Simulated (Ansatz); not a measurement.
# C2H9InOSi: geometry and vibrations

What shape does C2H9InOSi take? The plan is to relax it, then compute its harmonic vibrations to see whether it is a minimum and to get the zero-point energy and entropy, and look at its orbitals and charge.

Computed with Ansatz 0.2.0, Gaussian basis. Level: RKS PBE0-D4/def2-TZVP.

Plan: relaxation at PBE0-D4/def2-TZVP; harmonic vibrations at the same level; a single point in def2-TZVPP for the fields.

### 1 The system as given

SMILES `[CH3][In]([CH3])[O][SiH3]`, 14 atoms, charge 0, spin multiplicity 1.

Atoms are counted from 1 here; the program's logs count them from 0.

Bond lengths: C1–In2 2.241 Å, C1–H6 1.087 Å, C1–H7 1.088 Å, C1–H8 1.088 Å, In2–C3 2.242 Å, In2–O4 1.995 Å, C3–H9 1.088 Å, C3–H10 1.086 Å, C3–H11 1.088 Å, O4–Si5 1.598 Å, Si5–H12 1.467 Å, Si5–H13 1.471 Å, Si5–H14 1.476 Å. Angles: In2–C1–H6 110.2°, In2–C1–H7 105.7°, In2–C1–H8 109.5°, H6–C1–H7 110.8°, H6–C1–H8 110.0°, H7–C1–H8 110.5°, C1–In2–C3 147.1°, C1–In2–O4 105.6°, C3–In2–O4 107.3°, In2–C3–H9 107.0°, In2–C3–H10 111.0°, In2–C3–H11 107.6°, H9–C3–H10 110.8°, H9–C3–H11 109.6°, H10–C3–H11 110.6°, In2–O4–Si5 150.9°, O4–Si5–H12 107.0°, O4–Si5–H13 109.1° and more.

Coordinates:

```mol
C2H9InOSi
  3D, bonds by distance, orders not assigned

 14 13  0  0  0  0  0  0  0  0999 V2000
   -2.5620    0.9967    0.5422 C   0  0
   -0.3682    0.7453    0.1626 In  0  0
    1.6306    1.7383   -0.0530 C   0  0
   -0.0886   -1.2132   -0.0919 O   0  0
    0.8546   -2.4553   -0.4420 Si  0  0
   -2.7222    1.5714    1.4508 H   0  0
   -2.9600   -0.0104    0.6462 H   0  0
   -3.0222    1.5026   -0.3040 H   0  0
    2.0554    1.3989   -0.9951 H   0  0
    1.5313    2.8198   -0.0425 H   0  0
    2.2559    1.4032    0.7719 H   0  0
    0.0142   -3.4559   -1.1094 H   0  0
    1.4261   -2.9920    0.8022 H   0  0
    1.9550   -2.0492   -1.3380 H   0  0
  1  2  8  0
  2  3  8  0
  2  4  8  0
  4  5  8  0
  1  6  8  0
  1  7  8  0
  1  8  8  0
  3  9  8  0
  3 10  8  0
  3 11  8  0
  5 12  8  0
  5 13  8  0
  5 14  8  0
M  END
```

The start is a GFN2-xTB geometry. In takes the def2 core potential; no spin-orbit term is included.

### 2 Optimising with PBE0-D4/def2-TZVP

Input file in.yaml:

```yaml
crystal:
  periodic: [false, false, false]
  atoms:
    - {symbol: C, position_ang: [-2.561980, 0.996650, 0.542150]}
    - {symbol: In, position_ang: [-0.368210, 0.745270, 0.162640]}
    - {symbol: C, position_ang: [1.630650, 1.738320, -0.052970]}
    - {symbol: O, position_ang: [-0.088570, -1.213240, -0.091930]}
    - {symbol: Si, position_ang: [0.854620, -2.455330, -0.441980]}
    - {symbol: H, position_ang: [-2.722240, 1.571380, 1.450820]}
    - {symbol: H, position_ang: [-2.959970, -0.010450, 0.646200]}
    - {symbol: H, position_ang: [-3.022210, 1.502610, -0.304020]}
    - {symbol: H, position_ang: [2.055430, 1.398880, -0.995080]}
    - {symbol: H, position_ang: [1.531310, 2.819780, -0.042520]}
    - {symbol: H, position_ang: [2.255880, 1.403200, 0.771880]}
    - {symbol: H, position_ang: [0.014190, -3.455920, -1.109400]}
    - {symbol: H, position_ang: [1.426110, -2.991950, 0.802200]}
    - {symbol: H, position_ang: [1.954990, -2.049200, -1.338000]}
basis:
  gaussian: {orbitals: def2-TZVP}
hamiltonian: {xc: pbe0, dispersion: d4}
relax: {f_tol: 0.005, max_steps: 150}
```

Command:

```sh
$ ansatz run in.yaml --threads 2 --pin off --events-out ev --progress --plain --max-ram 32768MiB --backend cuda --devices 0, --max-vram 18GiB
```

The runs that follow: Force constants and modes; Orbitals, density and potential.

**Question.** What will the summary of the whole plan be? Wanted: point group; shift from the start; total energy; dispersion term; dipole moment; lowest, highest wavenumber; HOMO, LUMO.

**Answer**, as computed:

```
                  quantity            value
               point group               C1
                     steps               26
shift from the start (rms)          0.304 Å
              total energy   -17314.6981 eV
           dispersion term         -239 meV
             dipole moment           3.64 D
lowest, highest wavenumber     7, 3173 cm⁻¹
                HOMO, LUMO  -7.52, -1.02 eV
```

What this shows: The atoms moved 0.30 Å (rms) from the start; the bond that changed most is C1–In2, from 2.241 to 2.131 Å. No mode is imaginary: a true minimum at this level. The stiffest mode, 3173 cm⁻¹, is a C–H stretch. Harmonic hybrid wavenumbers usually lie a few per cent above measured fundamentals. The largest Mulliken charge, +0.82 e, sits on In2. The HOMO lies mostly on O4 32 %; C3 18 % and the LUMO on In2 54 %; O4 9 %.
